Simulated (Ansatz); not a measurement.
**BGeH₃ (triplet): the correlation ladder at a displaced geometry (v2), cc-pVDZ**

An exercise on one series of results from a longer session: the logs are not shown, and one member is left open.

Method: cc-pVDZ, core rule «outside noble gas», up to 15 orbitals frozen; program: Ansatz 0.2.0, Gaussian basis.

To be run: UHF; CCSD(T) on ROHF; CCSD(T) on UHF; BCCD(T) on ROHF; CISD; CCSDT(Q) on ROHF; CCSDT(Q) on UHF.

23 further runs of the same task are left out: 1 for a mislabelled method, 2 for a known fault of the program, 8 that didn't finish, 12 set aside as unsound or not needed.

## The geometry

The geometry is a PBE0/def2-TZVP stationary point (not a proven minimum) with its atoms shifted at random (size 0.100 Å). No spin-orbit coupling is included. The filled d shell of Ge may be among the frozen orbitals whatever the setting's name suggests; the logs give the count.

5 atoms, charge 0, spin multiplicity 3.

Atoms are counted from 1 here; the program's logs count them from 0.

Bond lengths: Ge1–B2 2.034 Å, Ge1–H3 1.487 Å, Ge1–H4 1.552 Å, Ge1–H5 1.551 Å. Angles: B2–Ge1–H3 116.0°, B2–Ge1–H4 98.8°, B2–Ge1–H5 111.8°, H3–Ge1–H4 108.7°, H3–Ge1–H5 116.3°, H4–Ge1–H5 102.8°.

The first run:

in.yaml reads:

```yaml
crystal:
  periodic: [false, false, false]
  atoms:
    - {symbol: Ge, position_ang: [0.021502, 0.001305, 0.236353]}
    - {symbol: B, position_ang: [-0.112361, 0.009681, -1.793449]}
    - {symbol: H, position_ang: [0.583619, 1.229488, 0.857152]}
    - {symbol: H, position_ang: [-1.491849, -0.078108, 0.573133]}
    - {symbol: H, position_ang: [0.563824, -1.349300, 0.772482]}
basis:
  gaussian: {orbitals: cc-pVDZ}
magnetization: {spin_polarized: true, initial_magnetization: 2}
hamiltonian: {xc: hf}
output: {orbitals: {seedname: orbitals}}
```

The run is started by

```bash
> ansatz run in.yaml --threads 1 --pin off --events-out ev --progress --plain --max-ram 2393MiB
```

Steps of the session up to this table: UHF; CCSD(T) on ROHF; CCSD(T) on UHF; BCCD(T) on ROHF; CISD; CCSDT(Q) on ROHF; CCSDT(Q) on UHF.

One of the session's tables, all rows but one given; the rest of the session is left out.

| method | from UCCSDT(Q) (meV) |
| --- | --- |
| ROHF | +4898.5 |
| UHF | +4848.3 |
| RMP2 | +1188.8 |
| UMP2 | +1180.7 |
| CISD | +468.2 |
| RCCSD | ? |
| UCCSD | +153.5 |
| RCCSD(T) | +36.5 |
| UCCSD(T) | +35.7 |
| BCCD(T) | +35.5 |
| RCCSDT | +5.4 |
| UCCSDT | +4.7 |
| RCCSDT(Q) | +0.9 |
| UCCSDT(Q) | 0 |

**Question.** Estimate the row for RCCSD.

The run gave: from UCCSDT(Q) (meV): +155.2. In the column «from UCCSDT(Q) (meV)» it lies between UCCSD (+153.5) and CISD (+468.2).

Limits of these values: Restricted and unrestricted rows rest on different reference determinants; where their highest levels disagree by more than a few hundredths of an eV, they describe different states and don't form one ladder.
